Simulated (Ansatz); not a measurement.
# C₅H₁₂ClFNNb: basis-set convergence

An exercise on one series of results from a longer session: the logs are not shown, and one member is left open.

Program: Ansatz 0.2.0, Gaussian basis. Level of theory: one geometry, several basis sets. These are calculated values, not measurements.

The runs, in order: PBE0-D4/def2-SVP; ωB97M-V/def2-SVP; PBE0-D4/def2-QZVPP; ωB97M-V/def2-QZVPP; the functionals' def2-TZVPP values are taken from earlier runs.

## The relaxed structure

All runs share one geometry, relaxed beforehand with PBE0-D4 in a triple-zeta def2 set. Nb takes the def2 core potential; no spin-orbit term is included.

SMILES `CC(C)(C)[N]=[Nb]([CH3])([F])[Cl]`, 21 atoms, charge 0, spin multiplicity 1.

Atoms are counted from 1 here; the program's logs count them from 0.

Bond lengths: C1–C2 1.527 Å, C1–H10 1.092 Å, C1–H11 1.092 Å, C1–H12 1.093 Å, C2–C3 1.527 Å, C2–C4 1.527 Å, C2–N5 1.437 Å, C3–H13 1.092 Å, C3–H14 1.092 Å, C3–H15 1.093 Å, C4–H16 1.092 Å, C4–H17 1.092 Å, C4–H18 1.093 Å, N5–Nb6 1.731 Å, Nb6–C7 2.141 Å, Nb6–F8 1.877 Å, Nb6–Cl9 2.311 Å, C7–H19 1.094 Å and more. Angles: C2–C1–H10 110.5°, C2–C1–H11 110.5°, C2–C1–H12 110.3°, H10–C1–H11 108.4°, H10–C1–H12 108.5°, H11–C1–H12 108.6°, C1–C2–C3 110.5°, C1–C2–C4 110.4°, C1–C2–N5 108.5°, C3–C2–C4 110.4°, C3–C2–N5 108.5°, C4–C2–N5 108.4°, C2–C3–H13 110.5°, C2–C3–H14 110.5°, C2–C3–H15 110.2°, H13–C3–H14 108.5°, H13–C3–H15 108.6°, H14–C3–H15 108.5° and more.

Set-up of the first run:

in.yaml reads:

```yaml
crystal:
  periodic: [false, false, false]
  atoms:
    - {symbol: C, position_ang: [-0.393523, -0.784694, -1.742610]}
    - {symbol: C, position_ang: [-0.133950, -0.985094, -0.251083]}
    - {symbol: C, position_ang: [1.289186, -1.488354, -0.019618]}
    - {symbol: C, position_ang: [-1.147449, -1.963857, 0.338672]}
    - {symbol: N, position_ang: [-0.284513, 0.280007, 0.412934]}
    - {symbol: Nb, position_ang: [-0.548547, 1.764284, 1.262869]}
    - {symbol: C, position_ang: [0.935737, 3.027983, 0.377385]}
    - {symbol: F, position_ang: [-0.140906, 1.511586, 3.077215]}
    - {symbol: Cl, position_ang: [-2.646457, 2.563979, 0.715080]}
    - {symbol: H, position_ang: [0.318718, -0.071352, -2.161934]}
    - {symbol: H, position_ang: [-1.402619, -0.401988, -1.906361]}
    - {symbol: H, position_ang: [-0.289464, -1.732510, -2.276398]}
    - {symbol: H, position_ang: [1.481454, -1.615556, 1.047379]}
    - {symbol: H, position_ang: [2.015698, -0.778477, -0.419949]}
    - {symbol: H, position_ang: [1.435541, -2.450432, -0.516595]}
    - {symbol: H, position_ang: [-2.164372, -1.593932, 0.194488]}
    - {symbol: H, position_ang: [-0.974639, -2.095643, 1.408508]}
    - {symbol: H, position_ang: [-1.059763, -2.937423, -0.149660]}
    - {symbol: H, position_ang: [0.761442, 3.118529, -0.698938]}
    - {symbol: H, position_ang: [1.939822, 2.619385, 0.523145]}
    - {symbol: H, position_ang: [0.884003, 4.024260, 0.832472]}
basis:
  gaussian: {orbitals: def2-SVP}
hamiltonian: {xc: pbe0, dispersion: d4}
output: {orbitals: {seedname: orbitals}}
```

Steps of the session up to this table: PBE0-D4 in def2-SVP; ωB97M-V in def2-SVP; PBE0-D4 in def2-QZVPP; ωB97M-V in def2-QZVPP.

One table of the session follows, with a row left open; its other results are not shown here.

It belongs to the step «Density functionals: the series». 

| functional | basis | HOMO (eV) | LUMO (eV) |
| --- | --- | --- | --- |
| PBE0-D4 | def2-SVP | ? | ? |
| PBE0-D4 | def2-TZVPP | -7.69 | -1.84 |
| PBE0-D4 | def2-QZVPP | -7.70 | -1.85 |
| ωB97M-V | def2-SVP | -9.91 | 0.36 |
| ωB97M-V | def2-TZVPP | -9.93 | 0.26 |
| ωB97M-V | def2-QZVPP | -9.94 | 0.24 |

**Question.** Estimate the row for PBE0-D4, def2-SVP.

As computed: HOMO (eV): -7.69; LUMO (eV): -1.78.
